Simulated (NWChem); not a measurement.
# One shape, several levels: triplet ZrO

Aim: a comparison of 6 runs (U-r2SCAN/def2-TZVP, UBHLYP/def2-TZVP, UBLYP/def2-TZVP, U-revPBE/def2-TZVP, U-wB97X/def2-TZVP, UCAM-B3LYP/def2-TZVP) of triplet ZrO. 

The calculation is run with NWChem 7.3.0.

2 further runs of the same task are left out: 2 that didn't finish.

## 1. The structure to begin with

ZrO: 2 atoms, total charge 0, spin state triplet. SMILES of the parent species: `[O][Zr]`. The bond length is the one measured for the parent species. That shape belongs to the parent species and isn't relaxed for this state.

Bond lengths: O1–Zr2 1.712 Å.

## 2. The energy at U-r2SCAN/def2-TZVP (core potential) (run 1)

File run.nw:

```
start run
memory total 2200 mb
charge 0

geometry units angstroms noautosym nocenter noautoz
   O        0.000000       0.000000       0.000000
   Zr       0.000000       0.000000       1.711600
end

basis spherical bse
   * library def2-TZVP
end

ecp bse
   Zr library def2-TZVP
end

dft
   xc r2scan
   mult 3
   grid xfine
   convergence energy 1e-08
   iterations 100
   mulliken
   print low
end

task dft
```

Launch:

```bash
$ nwchem run.nw > run.out
```

The log of the run:

```text
[...]
 d= 0,ls=0.0,diis     1   -121.9432224536 -1.52D+02  2.44D-02  6.08D-01     1.6
[...]
 d= 0,ls=0.0,diis    12   -122.2710060028 -1.91D-09  5.41D-07  5.90D-10    18.2
[...]
         Total DFT energy =     -122.271006002848
      One electron energy =     -241.784255953691
           Coulomb energy =      104.335305302505
    Exchange-Corr. energy =      -14.502480628579
 Nuclear repulsion energy =       29.680425276917
[...]
      Total Density - Mulliken Population Analysis
     ---------------------------------------------
    Atom       Charge   Shell Charges
 -----------   ------   -------------------------------------------------------
    1 O    8     8.56   0.79  1.18  0.62  0.94  0.43  1.82  1.88  0.88  0.00  0.02  0.00
    2 Zr  12    11.44   0.03 -0.36  1.64  0.69  0.59  0.26  5.08  0.87  0.14  0.04  1.28  0.91  0.22  0.05
[...]
      <S2> =      2.0120 (Exact =     2.0000)
[...]
```

It took 19 s on 1 thread of Intel Xeon 6975P-C (Granite Rapids), shared host; peak memory 0.12 GiB.

## 3. The energy at UBHLYP/def2-TZVP (core potential) (run 2)

File m1.nw:

```
start m1
memory 2200 mb

geometry units angstroms noautosym nocenter noautoz
 O     0.000000    0.000000    0.000000
 Zr    0.000000    0.000000    1.711600
end

basis spherical bse
 * library def2-TZVP
end

ecp bse
 Zr library def2-TZVP
end

dft
 xc bhlyp
 mult 3
 grid xfine
 convergence energy 1e-08
 iterations 100
 mulliken
 print low
end

task dft
```

Launch:

```bash
$ nwchem m1.nw > m1.out
```

The log of the run:

```text
[...]
 d= 0,ls=0.0,diis     1   -121.8496706036 -1.52D+02  1.92D-02  5.65D-01     1.3
[...]
 d= 0,ls=0.0,diis    13   -122.1453839014 -6.42D-09  8.75D-07  2.15D-10    14.9
[...]
         Total DFT energy =     -122.145383901429
      One electron energy =     -241.783703545536
           Coulomb energy =      104.339208658829
    Exchange-Corr. energy =      -14.381314291639
 Nuclear repulsion energy =       29.680425276917
[...]
      Total Density - Mulliken Population Analysis
     ---------------------------------------------
    Atom       Charge   Shell Charges
 -----------   ------   -------------------------------------------------------
    1 O    8     8.64   0.79  1.18  0.61  0.95  0.41  1.82  1.90  0.95  0.00  0.02  0.00
    2 Zr  12    11.36   0.03 -0.36  1.64  0.70  0.56  0.29  5.07  0.88  0.15  0.04  1.24  0.88  0.18  0.06
[...]
      <S2> =      2.0052 (Exact =     2.0000)
[...]
```

Wall time 16 s (1 thread of Intel Xeon 6975P-C (Granite Rapids), shared host); peak memory 0.12 GiB.

## 4. The energy at UBLYP/def2-TZVP (core potential) (run 3)

File sp.nw:

```
start sp
title "OZr"
memory stack 880 mb heap 220 mb global 1100 mb
charge 0
geometry units angstroms noautosym nocenter noautoz
   O     0.000000    0.000000    0.000000
   Zr    0.000000    0.000000    1.711600
end
basis spherical bse
   O library def2-TZVP
   Zr library def2-TZVP
end
ecp bse
   Zr library def2-TZVP
end
dft
   xc becke88 lyp
   mult 3
   grid xfine
   convergence energy 1e-08
   iterations 100
   mulliken
   print low
end
task dft energy
```

Launch:

```bash
$ nwchem sp.nw > sp.out
```

The log of the run:

```text
[...]
 d= 0,ls=0.0,diis     1   -121.9124612392 -1.52D+02  2.58D-02  6.23D-01     1.2
[...]
 d= 0,ls=0.0,diis    11   -122.2551600053 -1.94D-09  5.14D-07  1.25D-09    12.3
[...]
         Total DFT energy =     -122.255160005297
      One electron energy =     -241.725639047650
           Coulomb energy =      104.270327202814
    Exchange-Corr. energy =      -14.480273437378
 Nuclear repulsion energy =       29.680425276917
[...]
      Total Density - Mulliken Population Analysis
     ---------------------------------------------
    Atom       Charge   Shell Charges
 -----------   ------   -------------------------------------------------------
    1 O    8     8.51   0.79  1.17  0.63  0.93  0.42  1.86  1.78  0.90  0.00  0.02  0.00
    2 Zr  12    11.49   0.03 -0.37  1.67  0.67  0.57  0.28  5.08  0.86  0.14  0.04  1.29  0.93  0.25  0.04
[...]
      <S2> =      2.0038 (Exact =     2.0000)
[...]
```

Wall time 13 s (1 thread of Intel Xeon 6975P-C (Granite Rapids), shared host); peak memory 0.12 GiB.

Runs 4 to 5 aren't shown in full; the table further down has their settings and results.

## 5. A single-point energy at UCAM-B3LYP/def2-TZVP (core potential) (run 6)

File mol.nw:

```
start mol
memory total 2200 mb

geometry units au noautosym nocenter noautoz
O   0.00000000  0.00000000  0.00000000
Zr  0.00000000  0.00000000  3.23445523
end

basis "ao basis" spherical bse
* library def2-TZVP
end

ecp bse
Zr library def2-TZVP
end

dft
xc xcamb88 1.00 lyp 0.81 vwn_5 0.19 hfexch 1.00
cam 0.33 cam_alpha 0.19 cam_beta 0.46
mult 3
grid xfine
convergence energy 1e-08
direct
maxiter 100
mulliken
end

task dft energy
```

Launch:

```bash
$ nwchem mol.nw > mol.out
```

The log of the run:

```text
[...]
          Wavefunction type:  spin polarized.
          No. of atoms     :     2
          No. of electrons :    20
[...]
          Charge           :     0
          Spin multiplicity:     3
[...]
          AO basis - number of functions:    71
[...]
              XC Information
              --------------
                     Hartree-Fock (Exact) Exchange  1.000
                   CAM-Becke88 Exchange Functional  1.000
                      VWN V Correlation Functional  0.190 local
              Lee-Yang-Parr Correlation Functional  0.810
[...]
 d= 0,ls=0.0,diis     1   -121.8949945980 -1.52D+02  1.95D-02  5.94D-01     2.2
[...]
 d= 0,ls=0.0,diis    12   -122.2098717409 -8.61D-09  1.24D-06  9.99D-10    24.1
[...]
         Total DFT energy =     -122.209871740877
      One electron energy =     -241.766030686881
           Coulomb energy =      104.312741479716
    Exchange-Corr. energy =      -14.437005718918
 Nuclear repulsion energy =       29.680423185205
[...]
      Total Density - Mulliken Population Analysis
     ---------------------------------------------
    Atom       Charge   Shell Charges
 -----------   ------   -------------------------------------------------------
    1 O    8     8.58   0.79  1.18  0.61  0.93  0.42  1.85  1.83  0.95  0.00  0.02  0.00
    2 Zr  12    11.42   0.03 -0.37  1.65  0.69  0.58  0.28  5.07  0.88  0.16  0.05  1.26  0.89  0.20  0.05
[...]
      <S2> =      2.0042 (Exact =     2.0000)
[...]
```

Wall time 25 s (1 thread of Intel Xeon 6975P-C (Granite Rapids), shared host); peak memory 0.12 GiB.

## 6. The series

```
run                                  level  energy (Eh)   ⟨S²⟩  wall time
  1    U-r2SCAN/def2-TZVP (core potential)  -122.271006  2.012       19 s
  2      UBHLYP/def2-TZVP (core potential)  -122.145384  2.005       16 s
  3       UBLYP/def2-TZVP (core potential)  -122.255160  2.004       13 s
  4    U-revPBE/def2-TZVP (core potential)  -122.307625  2.007       14 s
  5     U-wB97X/def2-TZVP (core potential)  -122.230115  2.002       32 s
  6  UCAM-B3LYP/def2-TZVP (core potential)  -122.209872  2.004       25 s
```

## 7. Outcome

| quantity | value |
| --- | --- |
| run 6: total energy | -122.20987 Eh |
| run 6: dipole moment | 4.18 D |
| run 6: HOMO energy (highest over α and β) | -5.96 eV |
| run 6: LUMO energy (lowest over α and β) | -1.91 eV |
| run 6: ⟨S²⟩ | 2.004 |

**Reading.** Over runs 4, 5, 6 the dipole moment (its size) runs from 3.63 D (U-revPBE/def2-TZVP) to 4.18 D (UCAM-B3LYP/def2-TZVP). Totals of different functionals can't be ranked against each other. All runs together took 2 min, the longest 32 s.
